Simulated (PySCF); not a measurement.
# C4H5F3: the cost of one run

Programs: PySCF 2.14.0, with density-fitted response routines of our own. Each step states its level of theory. These are calculated values for one molecule in the gas phase, unless marked as measured. Atoms are numbered from 0 throughout.

### 1 The molecule as given

12 atoms, charge 0, multiplicity 1; geometry from: GFN2-xTB. The atoms were then displaced at random by about 0.01 Å, so the start is not that level's minimum.

Bonds of the start (Å): C0–C1 1.50, C1–C2 1.48, C2–F3 1.33, C2–C4 1.34, C4–F5 1.33, C4–F6 1.34, C0–H7 1.10, C0–H8 1.12, C0–H9 1.08, C1–H10 1.08, C1–H11 1.10.

### 2 Geometry optimisation at PBE0-D3(BJ)/def2-SVP

The job: settings as JSON, then the geometry in Å.

```
{"job": {"xc": "PBE0", "basis": "def2-SVP", "d3": "d3bj", "grid": 1, "shake": 0.01, "kind": "geom"}, "charge": 0, "multiplicity": 1}
C     -1.527640     0.311030    -0.311190
C     -0.161030    -0.108440    -0.774190
C      0.645190    -0.566490     0.379120
F      0.298730    -1.716590     0.953070
C      1.711060     0.056950     0.891640
F      2.438870    -0.330870     1.932710
F      2.191590     1.206710     0.412330
H     -2.136940     0.608390    -1.182860
H     -1.480030     1.205550     0.360720
H     -2.045940    -0.472190     0.230110
H     -0.260330    -0.940900    -1.462330
H      0.366150     0.718590    -1.261620
```

Run with:

```sh
$ OMP_NUM_THREADS=1 python probes_run.py task.json out
```

This one command runs all jobs of the session in turn.

Q: Estimate the wall time and peak memory of this first job on 1 thread of Arm Neoverse N1, shared host.

About 93 s, with a peak of 0.51 GiB.
